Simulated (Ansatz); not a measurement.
**Cl3H3InP: a ladder of functionals and wavefunction methods**

Aim: compute Cl3H3InP with functionals from several rungs and with coupled cluster. The yardstick is the atomisation energy at the CCSD(T) limit.

Computed with Ansatz 0.2.0, Gaussian basis. Level: functionals in def2-TZVPP, the program's frozen cores in correlated methods.

The runs, in order: LDA (SPW92), PBE-D4, revPBE-D4, BLYP-D4, r2SCAN-D4, B97M-V, PBE0-D4, B3LYP-D4, r2SCANh-D4, r2SCAN0-D4, HSE06-D4, BHLYP-D4, CAM-B3LYP-D4, LC-ωPBE, ωB97X-V, ωB97M-V, B2PLYP, PBE-QIDH; CCSD(T)/def2-SVP; CCSD(T)/def2-TZVPP; MP2/def2-QZVPP; extrapolation to the limit; RPA on PBE.

2 further runs of the same task are left out: 2 for a known fault of the program.

## (1) Structure used throughout

An earlier PBE0-D4 in a triple-zeta def2 set relaxation fixed the geometry. In takes the def2 core potential; no spin-orbit term is included.

SMILES `[PH3+][In-]([Cl])([Cl])[Cl]`, 8 atoms, charge 0, spin multiplicity 1.

Atoms are counted from 1 here; the program's logs count them from 0.

Bond lengths: P1–In2 2.714 Å, P1–H6 1.408 Å, P1–H7 1.408 Å, P1–H8 1.408 Å, In2–Cl3 2.326 Å, In2–Cl4 2.326 Å, In2–Cl5 2.326 Å. Angles: In2–P1–H6 117.7°, In2–P1–H7 117.7°, In2–P1–H8 117.7°, H6–P1–H7 100.2°, H6–P1–H8 100.2°, H7–P1–H8 100.2°, P1–In2–Cl3 98.7°, P1–In2–Cl4 98.7°, P1–In2–Cl5 98.7°, Cl3–In2–Cl4 117.7°, Cl3–In2–Cl5 117.7°, Cl4–In2–Cl5 117.8°.

## (2) LDA

This LDA is Slater exchange with PW92 correlation.

File in.yaml:

```yaml
crystal:
  periodic: [false, false, false]
  atoms:
    - {symbol: P, position_ang: [-1.080401, -0.136402, 0.574912]}
    - {symbol: In, position_ang: [1.302095, 0.145475, -0.694677]}
    - {symbol: Cl, position_ang: [2.390548, -1.714392, 0.180369]}
    - {symbol: Cl, position_ang: [0.547064, 0.024119, -2.891219]}
    - {symbol: Cl, position_ang: [1.895953, 2.236517, 0.132635]}
    - {symbol: H, position_ang: [-1.504842, 0.914870, 1.409188]}
    - {symbol: H, position_ang: [-1.228445, -1.225937, 1.453747]}
    - {symbol: H, position_ang: [-2.229771, -0.301350, -0.220754]}
basis:
  gaussian: {orbitals: def2-TZVPP}
hamiltonian: {xc: lda}
output: {orbitals: {seedname: orbitals}}
```

The run is started by

```sh
$ ansatz run in.yaml --threads 4 --pin off --events-out ev --progress --plain --max-ram 10444MiB
```

Further steps of the session: PBE-D4 (GGA); revPBE-D4 (GGA); BLYP-D4 (GGA); r2SCAN-D4 (meta-GGA); B97M-V (meta-GGA); B3LYP-D4 (hybrid); r2SCANh-D4 (hybrid); r2SCAN0-D4 (hybrid); HSE06-D4 (hybrid); BHLYP-D4 (hybrid); CAM-B3LYP-D4 (range-separated); LC-ωPBE (range-separated); ωB97X-V (range-separated); ωB97M-V (range-separated); B2PLYP (double hybrid); PBE-QIDH (double hybrid); CCSD(T) in def2-SVP; CCSD(T) in def2-TZVPP; MP2 in def2-QZVPP; RPA on PBE orbitals.

**Question.** What will the summary of the whole plan be? Wanted: atomisation energy, CCSD(T)/CBS; farthest beyond LDA; mean size of error, GGA; mean size of error, meta-GGA; mean size of error, hybrid; mean size of error, range-separated; mean size of error, double hybrid; gap, smallest and largest; T1 diagnostic.

As calculated:

```
                               quantity                                            value
        atomisation energy, CCSD(T)/CBS                                    2096.2 kJ/mol
 functionals within 21.0 kJ/mol (1.0 %)  PBE-D4, r2SCAN-D4, r2SCANh-D4, ωB97X-V, ωB97M-V
                    farthest beyond LDA                            B2PLYP (-76.1 kJ/mol)
                mean size of error, GGA                                      56.6 kJ/mol
           mean size of error, meta-GGA                                      15.8 kJ/mol
             mean size of error, hybrid                                      38.7 kJ/mol
    mean size of error, range-separated                                      29.9 kJ/mol
      mean size of error, double hybrid                                      54.6 kJ/mol
              gap, smallest and largest        4.39 eV (LDA (SPW92)), 11.92 eV (LC-ωPBE)
                          T1 diagnostic                                           0.0120
triples share of the correlation energy                                            3.8 %
```

In words: LDA overbinds by 265.0 kJ/mol (13 %). PBE-D4 is off by -19.0 kJ/mol. Double hybrids carry the basis error of their MP2 part in triple zeta, and no dispersion term here, so their miss is partly the set-up's. By mean error the best rung here is meta-GGA (15.8 kJ/mol) and the worst beyond LDA is GGA (56.6 kJ/mol). Misses under about 21.0 kJ/mol are within the doubt on the reference itself, which lacks core-valence correlation, spin-orbit coupling and higher excitations, and its outer-core shells are covered unevenly. All levels share the lack of spin-orbit coupling, which lowers the free heavy atoms and so the true binding. Hartree-Fock recovers 72 % of the binding; the rest is correlation. CCSD(T) in def2-SVP is off by -201.6 kJ/mol, so the small basis spoils what the method gains. Orbital gaps span 4.4 to 11.9 eV; exact exchange widens them. Correlated methods include outer-core shells of In, which these sets cover unevenly.
